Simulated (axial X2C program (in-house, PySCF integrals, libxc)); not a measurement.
**VSi⁺: from the state search to constants**

Aim: find the lowest determinant of VSi⁺, scan the bond at several levels and fit the constants, once spin-free and once with spin–orbit coupling.

Computed with an in-house X2C program for linear molecules on PySCF integrals. Level: all-electron X2C, V dyall-cv3z, Si dyall-v3z.

All values are calculated.

### 1 Input

task.json reads:

```json
{"zs": [23, 14], "q": 1, "bas": ["dyall-cv3z", "dyall-v3z"], "levels": ["PBE0", "HF", "r2SCAN0"], "cc": true, "r0": 2.5, "thr": -2.0, "nmax": 90, "npts": 10, "nst": 2, "ntry": 6}
```

Keys: zs atomic numbers; q charge; bas basis sets; levels methods (HF also brings MP2); cc coupled cluster on or off; r0 starting distance in Å; thr threshold in hartree for freezing inner shells (an s shell follows its p shell); nmax most natural virtual spinors; npts points asked for on the curve; nst determinants followed; ntry starts of the search.

Started as:

```console
> python so2c.py task.json out
```

Spin-free means the one-electron spin-free X2C Hamiltonian; two-component (2c) means X2C with spin–orbit coupling and atomic mean-field two-electron Coulomb and Gaunt terms. Basis: V dyall-cv3z contracted to [10s10p6d4f2g], Si dyall-v3z contracted to [8s7p2d1f]; Gaussian nuclei, density fitting. Masses: V 50.944 u, Si 27.977 u.

Notation: σ, π±, δ± give the projection m of an orbital's angular momentum (0, ±1, ±2), α and β its spin, Λ and M_S the sums; ω is the projection of a spinor's total angular momentum and Ω the sum. Logs are in hartree.

The results follow Hamiltonian by Hamiltonian and level by level.

### 2 Which state to follow

PBE0 moves the distance from 2.500 Å to 2.382 Å and compares determinants there.

Spin-free determinants:

| ΔE (eV) | state | open shells |
| --- | --- | --- |
| 0.00 | M_S = 3, Λ = 0 | beyond closed shells: 2 × σα, π+α, π-α, δ+α, δ-α |
| 0.37 | M_S = 2, Λ = 0 | beyond closed shells: π+α, π-α, δ+α, δ-α |
| 0.39 | M_S = 2, Λ = 2 | beyond closed shells: σα, π+α, π-α, δ+α |
| 0.60 | M_S = 2, Λ = 1 | beyond closed shells: σα, π+α, π+β, π-α, δ+α, δ-α |
| 0.63 | M_S = 3, Λ = 3 | beyond closed shells: 2 × σα, 2 × π+α, π-α, δ+α |
| 0.66 | M_S = 3, Λ = 1 | beyond closed shells: σα, 2 × π+α, π-α, δ+α, δ-α |
| 0.69 | M_S = 3, Λ = 1 | beyond closed shells: 2 × σα, π+α, 2 × π-α, δ+α |

Two-component determinants:

| ΔE (eV) | state | open shells |
| --- | --- | --- |
| 0.00 | Ω = 3 | excess of +ω over −ω: ω = 1/2, ω = 5/2 |
| 0.37 | Ω = 2 | excess of +ω over −ω: ω = -1/2, ω = 5/2 |
| 0.41 | Ω = 4 | excess of +ω over −ω: ω = 3/2, ω = 5/2 |
| 0.61 | Ω = 1 | excess of +ω over −ω: ω = -3/2, ω = 5/2 |
| 0.66 | Ω = 6 | excess of +ω over −ω: ω = 1/2, 2 × ω = 3/2, ω = 5/2 |
| 0.68 | Ω = 2 | excess of +ω over −ω: ω = 1/2, ω = 3/2 |
| 1.05 | Ω = 2 | excess of +ω over −ω: 2 × ω = 1/2, ω = -3/2, ω = 5/2 |

### 3 PBE0, spin-free

State followed: M_S = 3, Λ = 0 (beyond closed shells: 2 × σα, π+α, π-α, δ+α, δ-α). The scan is laid around 2.382 Å, a first estimate of the minimum, and this SCF restarts from the orbitals of the search.

The SCF at the reference distance of 2.382 Å:

```text
spin-free X2C-1e  PBE0
basis functions 162  fitting functions 939  grid points 5079
iter        total energy     max residual
   1      -1238.705064573     6.42e-05
   2      -1238.705064162     2.17e-04
   3      -1238.705064625     7.33e-06
   4      -1238.705064627     1.44e-05
converged
one-electron -1839.89336157  Coulomb 595.81789829  exact exchange -16.20988348  xc functional -49.95416871  nuclear repulsion 71.53445085
```

Along the bond, energies from the lowest point:

```
R (Å)  E (eV)  μ (D)  HOMO (eV)  LUMO (eV)  iterations
2.072  0.5938  -1.27     -11.45      -8.38          13
2.168  0.2468  -1.40     -11.47      -8.33          12
2.239  0.0974  -1.50     -11.49      -8.33          12
2.311  0.0205  -1.60     -11.50      -8.32          12
2.382  0.0000  -1.70     -11.51      -8.30           4
2.465  0.0300  -1.81     -11.49      -8.27          12
2.549  0.1024  -1.92     -11.30      -8.23          12
2.656  0.2381  -2.03     -11.08      -8.18          12
2.787  0.4423  -2.15     -10.84      -8.19          12
2.978  0.7703  -2.28     -10.54      -8.27          12
```

Dipoles are positive if Si is the positive end and refer to the centre of mass.

Outer orbitals at the reference distance:

| symmetry | occupied | ε (eV) | atomic character |
| --- | --- | --- | --- |
| σα | yes | -19.05 | 65% Si s, 12% V p, 11% V d |
| σβ | yes | -16.53 | 68% Si s, 12% V p, 9% V d |
| σα | yes | -13.15 | 54% V d, 36% Si p, 6% Si s |
| δ-α | yes | -11.83 | 100% V d |
| δ+α | yes | -11.83 | 100% V d |
| π-α | yes | -11.70 | 46% Si p, 44% V d, 6% V p |
| π+α | yes | -11.70 | 46% Si p, 44% V d, 6% V p |
| σα | yes | -11.51 | 35% Si p, 33% V d, 29% V s |
| σβ | no | -8.30 | 67% Si p, 17% V s, 9% V d |
| π+α | no | -7.98 | 56% V d, 32% Si p, 7% V p |
| π-α | no | -7.98 | 56% V d, 32% Si p, 7% V p |
| π-β | no | -7.76 | 65% Si p, 24% V d, 7% V p |

PBE0 fields in the half plane through the axis: z from -2.4 to 4.5 Å across, distance from the axis 0.15 to 2.25 Å upwards; V lies at z = 0 and Si at z = 2.382 Å; the ELF is damped to zero where the density is low.

log10 density (e/bohr³). Ten even steps from '0' (-5.16 ) to '9' (1.40 ):
```
001112223333333333222111
001122333333333333332221
011223344444444444433322
012233444444445554444332
112334555555555555554432
122344566655555665554433
123345678765566676655443
123456789876666898655443
```

ELF. Ten even steps from '0' (0.00 ) to '9' (0.96 ):
```
000000011112222211100000
000000122233454443321000
000000123334677666664310
000000123335788888887630
000000134323788888999862
000000157512687313899985
000012578742581151399986
000136948483460858089997
```

Re = 2.377 Å, ωe = 360 cm⁻¹, ωexe = 1.45 cm⁻¹, Be = 0.1652 cm⁻¹, De = 2.11 eV, μ = -1.70 D.

### 4 HF, spin-free

The SCF at the reference distance of 2.382 Å:

```text
spin-free X2C-1e  HF
basis functions 162  fitting functions 939  grid points 5079
iter        total energy     max residual
   1      -1237.380546352     1.60e-01
   2      -1237.409460616     3.02e-02
   3      -1237.416967150     1.40e-02
   4      -1237.420458263     1.17e-02
   5      -1237.423838964     3.99e-03
   6      -1237.424694506     1.81e-03
   7      -1237.425002923     1.24e-03
   8      -1237.425167273     8.07e-04
   9      -1237.425260164     3.22e-04
  10      -1237.425273284     9.50e-05
  11      -1237.425274430     2.59e-05
  12      -1237.425274500     1.51e-05
  13      -1237.425274517     8.12e-06
  14      -1237.425274523     2.64e-06
  15      -1237.425274524     7.71e-07
converged
one-electron -1838.26178766  Coulomb 594.24238178  exact exchange -64.94031949  xc functional 0.00000000  nuclear repulsion 71.53445085
```

Re = 2.453 Å, ωe = 344 cm⁻¹, ωexe = 2.62 cm⁻¹, Be = 0.1552 cm⁻¹, De = 0.824 eV, μ = -4.78 D.

### 5 r2SCAN0, spin-free

The SCF at the reference distance of 2.382 Å:

```text
spin-free X2C-1e  r2SCAN0
basis functions 162  fitting functions 939  grid points 5079
iter        total energy     max residual
   1      -1238.936116933     3.03e-02
   2      -1238.937939567     5.37e-03
   3      -1238.936874482     1.15e-02
   4      -1238.938077802     2.39e-03
   5      -1238.938123746     3.34e-04
   6      -1238.938126138     2.77e-04
   7      -1238.938127376     7.09e-05
   8      -1238.938127530     1.65e-05
   9      -1238.938127549     4.37e-06
  10      -1238.938127550     1.53e-06
converged
one-electron -1839.88082504  Coulomb 595.83126108  exact exchange -16.21888303  xc functional -50.20413141  nuclear repulsion 71.53445085
```

Re = 2.372 Å, ωe = 366 cm⁻¹, ωexe = 1.4 cm⁻¹, Be = 0.166 cm⁻¹, De = 2.04 eV, μ = -2.00 D.

### 6 MP2 and beyond, spin-free

Correlated methods: 8 electrons correlated (frozen shells, counted by type: V 3 s, 2 p; Si 2 s, 1 p), 252 virtual spinors in MP2, 90 natural virtuals in coupled cluster.

Output of the correlated part at 2.382 Å:

```text
correlated 8  virtual 252  natural virtual 90  E(MP2) -0.126198283  MP2 remainder -0.003015813
iter   CCSD correlation   residual
   1     -0.138367823   1.34e-01
   2     -0.145941260   7.63e-02
   3     -0.150436530   5.39e-02
   4     -0.154402482   3.55e-02
   5     -0.155322584   1.42e-02
   6     -0.155622048   6.15e-03
   7     -0.155744625   3.39e-03
   8     -0.155751355   1.80e-03
   9     -0.155748189   1.07e-03
  10     -0.155747768   5.17e-04
  11     -0.155751663   2.68e-04
  12     -0.155749812   1.83e-04
  13     -0.155750378   1.25e-04
  14     -0.155750077   6.62e-05
  15     -0.155751246   3.44e-05
  16     -0.155752477   2.12e-05
  17     -0.155753222   1.26e-05
  18     -0.155753687   7.80e-06
  19     -0.155753845   4.53e-06
  20     -0.155753988   2.88e-06
  21     -0.155754003   1.72e-06
(T) -0.010438383  T1 0.1045  D1 0.1933  max T2 0.115
```

T1 in the output is the amplitude norm over the root of the electron number; divide by √2 for the Lee–Taylor value.

MP2: Re = 2.367 Å, ωe = 380 cm⁻¹, Be = 0.1666 cm⁻¹, De = 1.40 eV.

CCSD: Re = 2.385 Å, ωe = 373 cm⁻¹, ωexe = 1.11 cm⁻¹, Be = 0.1641 cm⁻¹, De = 1.63 eV. T1 at Re = 0.074 (Lee–Taylor, the printed value over √2).

CCSD(T): Re = 2.400 Å, ωe = 359 cm⁻¹, ωexe = 1.08 cm⁻¹, Be = 0.1621 cm⁻¹, De = 1.83 eV. T1 at Re = 0.075 (Lee–Taylor, the printed value over √2).

### 7 A higher determinant, spin-free

State: M_S = 2, Λ = 0 (beyond closed shells: π+α, π-α, δ+α, δ-α).

Output at the reference distance:

```text
spin-free X2C-1e  PBE0
basis functions 162  fitting functions 939  grid points 5079
iter        total energy     max residual
   1      -1238.691558272     1.51e-05
   2      -1238.691558250     4.80e-05
   3      -1238.691558274     3.22e-06
   4      -1238.691558274     2.39e-06
converged
one-electron -1840.36057193  Coulomb 596.27444302  exact exchange -16.19468840  xc functional -49.94519182  nuclear repulsion 71.53445085
```

```csv
R (Å),E above the lowest PBE0 point (eV)
2.072,1.020
2.168,0.689
2.239,0.553
2.311,0.436
2.382,0.368
2.465,0.344
2.549,0.367
2.656,0.446
2.787,0.594
```

No constants are quoted: fits of two degrees disagree.

### 8 The spin-free curves together

Energy (eV) of the followed determinant, spin-free, from each level's lowest point:

| R (Å) | PBE0 | HF | MP2 | CCSD | CCSD(T) | r2SCAN0 |
| --- | --- | --- | --- | --- | --- | --- |
| 2.072 | 0.594 | 0.909 | 0.586 | n/a | n/a | 0.585 |
| 2.168 | 0.247 | 0.454 | 0.238 | 0.285 | 0.307 | 0.240 |
| 2.239 | 0.097 | 0.233 | 0.089 | 0.118 | 0.133 | 0.092 |
| 2.311 | 0.021 | 0.094 | 0.015 | 0.028 | 0.037 | 0.017 |
| 2.382 | 0.000 | 0.021 | 0.000 | 0.000 | 0.000 | 0.000 |
| 2.465 | 0.030 | 0.000 | 0.041 | 0.027 | 0.016 | 0.034 |
| 2.549 | 0.102 | 0.031 | 0.132 | 0.103 | 0.079 | 0.112 |
| 2.656 | 0.238 | 0.120 | 0.304 | 0.252 | 0.210 | 0.255 |
| 2.787 | 0.442 | 0.261 | 0.579 | n/a | n/a | 0.470 |
| 2.978 | 0.770 | 0.442 | 0.988 | n/a | n/a | 0.813 |

### 9 PBE0, 2c

State followed: Ω = 3 (excess of +ω over −ω: ω = 1/2, ω = 5/2). The scan is laid around 2.382 Å, a first estimate of the minimum, and this SCF restarts from the orbitals of the search.

The SCF at the reference distance of 2.382 Å:

```text
two-component X2C + atomic mean field  PBE0
basis functions 162  fitting functions 939  grid points 5079
iter        total energy     max residual
   1      -1238.449356233     6.10e-06
   2      -1238.449356234     8.09e-06
converged
one-electron -1839.25060785  Coulomb 595.67562859  exact exchange -16.20568677  xc functional -49.94126859  nuclear repulsion 71.53445085  atomic mean-field constant -0.26187246
```

Along the bond, energies from the lowest point:

| R (Å) | E (eV) | μ (D) | HOMO (eV) | LUMO (eV) | iterations |
| --- | --- | --- | --- | --- | --- |
| 2.072 | 0.5942 | -1.27 | -11.45 | -8.39 | 16 |
| 2.168 | 0.2472 | -1.40 | -11.47 | -8.33 | 14 |
| 2.239 | 0.0976 | -1.50 | -11.48 | -8.33 | 15 |
| 2.311 | 0.0207 | -1.60 | -11.50 | -8.31 | 14 |
| 2.382 | 0.0000 | -1.70 | -11.51 | -8.30 | 2 |
| 2.465 | 0.0298 | -1.81 | -11.48 | -8.27 | 12 |
| 2.549 | 0.1021 | -1.91 | -11.29 | -8.23 | 12 |
| 2.656 | 0.2374 | -2.03 | -11.07 | -8.18 | 17 |
| 2.787 | 0.4415 | -2.15 | -10.83 | -8.21 | 16 |
| 2.978 | 0.7690 | -2.28 | -10.53 | -8.28 | 15 |

Dipoles are positive if Si is the positive end and refer to the centre of mass.

Outer spinors at the reference distance:

```csv
ω,occupied,ε (eV),atomic character,λ mixture
1/2,yes,-19.05,"65% Si s, 12% V p, 11% V d",100% σ
-1/2,yes,-16.53,"68% Si s, 12% V p, 9% V d",100% σ
1/2,yes,-13.15,"54% V d, 36% Si p, 6% Si s",100% σ
-3/2,yes,-11.85,100% V d,100% δ
5/2,yes,-11.81,100% V d,100% δ
-1/2,yes,-11.71,"46% Si p, 44% V d, 6% V p",100% π
3/2,yes,-11.69,"46% Si p, 44% V d, 6% V p",100% π
1/2,yes,-11.51,"35% Si p, 33% V d, 29% V s",100% σ
-1/2,no,-8.30,"67% Si p, 17% V s, 9% V d",100% σ
-1/2,no,-7.99,"56% V d, 31% Si p, 7% V p",100% π
3/2,no,-7.98,"56% V d, 32% Si p, 7% V p",100% π
1/2,no,-7.77,"66% Si p, 24% V d, 7% V p",100% π
```

PBE0 fields in the half plane through the axis: z from -2.4 to 4.5 Å across, distance from the axis 0.15 to 2.25 Å upwards; V lies at z = 0 and Si at z = 2.382 Å; the ELF is damped to zero where the density is low.

log10 density (e/bohr³). Ten even steps from '0' (-5.16 ) to '9' (1.40 ):
```
001112223333333333222111
001122333333333333332221
011223344444444444433322
012233444444445554444332
112334555555555555554432
122344566655555665554433
123345678766566676655443
123456789876666898655443
```

ELF. Ten even steps from ' ' (0.00 ) to '@' (0.96 ):
```
              ........::::::::::......          
            ..::::::----==++======----::..      
            ..::------==**####**********==--..  
            ..::------++##%%%%%%%%%%%%%%##**--  
            ..--==--::--##%%%%%%%%%%@@@@@@%%**::
            ..++##++..::**%%##--..--%%@@@@@@%%++
        ..::++##%%##==::++%%....++..--@@@@@@%%**
      ..--**@@==%%==%%--==**  %%++%%  %%@@@@@@##
```

Re = 2.377 Å, ωe = 360 cm⁻¹, ωexe = 1.45 cm⁻¹, Be = 0.1652 cm⁻¹, De = 2.11 eV, μ = -1.69 D.

### 10 HF, 2c

The SCF at the reference distance of 2.382 Å:

```text
two-component X2C + atomic mean field  HF
basis functions 162  fitting functions 939  grid points 5079
iter        total energy     max residual
   1      -1237.125147960     1.61e-01
   2      -1237.154039995     3.02e-02
   3      -1237.161536284     1.41e-02
   4      -1237.165025639     1.17e-02
   5      -1237.168403398     3.99e-03
   6      -1237.169258061     1.80e-03
   7      -1237.169566309     1.24e-03
   8      -1237.169730790     8.06e-04
   9      -1237.169824014     3.21e-04
  10      -1237.169837321     9.42e-05
  11      -1237.169838581     8.22e-05
  12      -1237.169838718     7.51e-05
  13      -1237.169838803     6.75e-05
  14      -1237.169838931     5.06e-05
  15      -1237.169839022     3.31e-05
  16      -1237.169839074     1.93e-05
  17      -1237.169839107     6.20e-06
  18      -1237.169839115     5.30e-06
  19      -1237.169839119     5.09e-06
  20      -1237.169839123     4.73e-06
  21      -1237.169839134     3.72e-06
  22      -1237.169839142     2.51e-06
  23      -1237.169839146     2.00e-06
  24      -1237.169839149     1.30e-06
  25      -1237.169839150     4.65e-07
converged
one-electron -1837.61770833  Coulomb 594.09869429  exact exchange -64.92340350  xc functional 0.00000000  nuclear repulsion 71.53445085  atomic mean-field constant -0.26187246
```

Re = 2.453 Å, ωe = 344 cm⁻¹, ωexe = 2.61 cm⁻¹, Be = 0.1552 cm⁻¹, De = 0.814 eV, μ = -4.77 D.

### 11 r2SCAN0, 2c

Output at 2.382 Å:

```text
two-component X2C + atomic mean field  r2SCAN0
basis functions 162  fitting functions 939  grid points 5079
iter        total energy     max residual
   1      -1238.680295387     3.03e-02
   2      -1238.682118496     5.37e-03
   3      -1238.681049498     1.15e-02
   4      -1238.682257551     2.39e-03
   5      -1238.682303438     3.34e-04
   6      -1238.682305872     2.75e-04
   7      -1238.682307122     7.02e-05
   8      -1238.682307280     1.63e-05
   9      -1238.682307300     4.28e-06
  10      -1238.682307301     1.49e-06
converged
one-electron -1839.23820214  Coulomb 595.68913951  exact exchange -16.21468709  xc functional -50.19113597  nuclear repulsion 71.53445085  atomic mean-field constant -0.26187246
```

Re = 2.372 Å, ωe = 366 cm⁻¹, ωexe = 1.39 cm⁻¹, Be = 0.1659 cm⁻¹, De = 2.04 eV, μ = -2.00 D.

### 12 MP2 and beyond, 2c

Correlated methods: 8 electrons correlated (frozen shells, counted by type: V 3 s, 2 p; Si 2 s, 1 p), 252 virtual spinors in MP2, 90 natural virtuals in coupled cluster.

Output of the correlated part at 2.382 Å:

```text
correlated 8  virtual 252  natural virtual 90  E(MP2) -0.126226656  MP2 remainder -0.003016059
iter   CCSD correlation   residual
   1     -0.138392179   1.34e-01
   2     -0.145971509   7.64e-02
   3     -0.150474971   5.39e-02
   4     -0.154439454   3.55e-02
   5     -0.155359301   1.42e-02
   6     -0.155657989   6.15e-03
   7     -0.155780551   3.39e-03
   8     -0.155787387   1.80e-03
   9     -0.155784223   1.07e-03
  10     -0.155783855   5.22e-04
  11     -0.155787810   2.74e-04
  12     -0.155785931   1.88e-04
  13     -0.155786501   1.30e-04
  14     -0.155786165   6.97e-05
  15     -0.155787373   3.76e-05
  16     -0.155788685   2.44e-05
  17     -0.155789507   1.54e-05
  18     -0.155790009   1.01e-05
  19     -0.155790162   6.34e-06
  20     -0.155790306   4.29e-06
  21     -0.155790292   2.75e-06
(T) -0.010444845  T1 0.1046  D1 0.1936  max T2 0.116
```

MP2: Re = 2.367 Å, ωe = 383 cm⁻¹, Be = 0.1666 cm⁻¹, De = 1.41 eV.

CCSD: Re = 2.386 Å, ωe = 373 cm⁻¹, ωexe = 1.03 cm⁻¹, Be = 0.164 cm⁻¹, De = 1.63 eV. T1 at Re = 0.074 (Lee–Taylor, the printed value over √2).

CCSD(T): Re = 2.400 Å, ωe = 359 cm⁻¹, Be = 0.162 cm⁻¹, De = 1.82 eV. T1 at Re = 0.075 (Lee–Taylor, the printed value over √2).

### 13 A higher determinant, 2c

State: Ω = 2 (excess of +ω over −ω: ω = -1/2, ω = 5/2).

Output at the reference distance:

```text
two-component X2C + atomic mean field  PBE0
basis functions 162  fitting functions 939  grid points 5079
iter        total energy     max residual
   1      -1238.435863147     7.89e-06
   2      -1238.435863147     3.19e-05
   3      -1238.435863161     5.21e-06
   4      -1238.435863168     4.65e-06
   5      -1238.435863176     2.29e-06
   6      -1238.435863177     1.62e-06
converged
one-electron -1839.71901726  Coulomb 596.13349549  exact exchange -16.19053825  xc functional -49.93238155  nuclear repulsion 71.53445085  atomic mean-field constant -0.26187246
```

```csv
R (Å),E above the lowest PBE0 point (eV)
2.072,1.019
2.168,0.689
2.239,0.552
2.311,0.435
2.382,0.367
2.465,0.343
2.549,0.366
2.656,0.445
2.787,0.592
```

No constants are quoted: fits of two degrees disagree.

### 14 The 2c curves together

Energy (eV) of the followed determinant, 2c, from each level's lowest point:

| R (Å) | PBE0 | HF | MP2 | CCSD | CCSD(T) | r2SCAN0 |
| --- | --- | --- | --- | --- | --- | --- |
| 2.072 | 0.594 | 0.909 | 0.587 | n/a | n/a | 0.585 |
| 2.168 | 0.247 | 0.454 | 0.238 | 0.285 | 0.307 | 0.240 |
| 2.239 | 0.098 | 0.233 | 0.090 | 0.118 | 0.134 | 0.092 |
| 2.311 | 0.021 | 0.094 | 0.015 | 0.028 | 0.037 | 0.018 |
| 2.382 | 0.000 | 0.021 | 0.000 | 0.000 | 0.000 | 0.000 |
| 2.465 | 0.030 | 0.000 | 0.041 | 0.027 | 0.015 | 0.034 |
| 2.549 | 0.102 | 0.031 | 0.133 | 0.103 | 0.079 | 0.112 |
| 2.656 | 0.237 | 0.120 | 0.304 | 0.252 | 0.211 | 0.255 |
| 2.787 | 0.441 | 0.261 | 0.579 | n/a | n/a | 0.469 |
| 2.978 | 0.769 | 0.442 | 0.988 | n/a | n/a | 0.812 |

Time for the job: 93 s (1 thread of AMD EPYC 9R45 (Zen 5), shared host).

### 15 What came out

Lowest determinant that the search found at its distance, spin-free: M_S = 3, Λ = 0 (beyond closed shells: 2 × σα, π+α, π-α, δ+α, δ-α).

Lowest determinant that the search found at its distance, 2c: Ω = 3 (excess of +ω over −ω: ω = 1/2, ω = 5/2).

```csv
Hamiltonian,level,Re (Å),ωe (cm⁻¹),De (eV),μ (D)
spin-free,PBE0,2.377,360,2.11,-1.70
spin-free,HF,2.453,344,0.824,-4.78
spin-free,MP2,2.367,380,1.40,n/a
spin-free,CCSD,2.385,373,1.63,n/a
spin-free,CCSD(T),2.400,359,1.83,n/a
spin-free,r2SCAN0,2.372,366,2.04,-2.00
2c,PBE0,2.377,360,2.11,-1.69
2c,HF,2.453,344,0.814,-4.77
2c,MP2,2.367,383,1.41,n/a
2c,CCSD,2.386,373,1.63,n/a
2c,CCSD(T),2.400,359,1.82,n/a
2c,r2SCAN0,2.372,366,2.04,-2.00
```

Dipoles are positive if Si is the positive end and refer to the centre of mass.

Time per point (s) on 1 thread of AMD EPYC 9R45 (Zen 5), shared host (2c runs; CCSD comes with the CCSD(T) run); the times are rough: PBE0 0.35, HF 0.28, MP2 0.34, CCSD(T) 2.8, r2SCAN0 0.55.

At CCSD(T), going from spin-free to two-component changes Re by 0 mÅ, ωe by 0.0 %, which is small (part of it comes from the scalar share of the two-electron terms). De moves by 0.00 eV; both De rest on single-determinant atoms, which can miss part of an open shell's spin–orbit lowering.

De refers to V+ + Si, each in the lowest determinant found, which need not be this curve's own limit. The state is a single determinant with fixed occupations, the lowest that a limited PBE0 search found. Dissociation energies refer to the lowest single-determinant-based atoms at the same level and basis. Density functionals use the spin component along the axis (collinear). CCSD and (T) use frozen natural virtuals with an MP2 correction for the truncation. The meta-GGAs lack a current-density term, which matters for open shells with orbital currents, atoms included. With several unpaired electrons one determinant need not be a pure state. T1 at Re is 0.075 (Lee–Taylor), above the customary mark of 0.02.
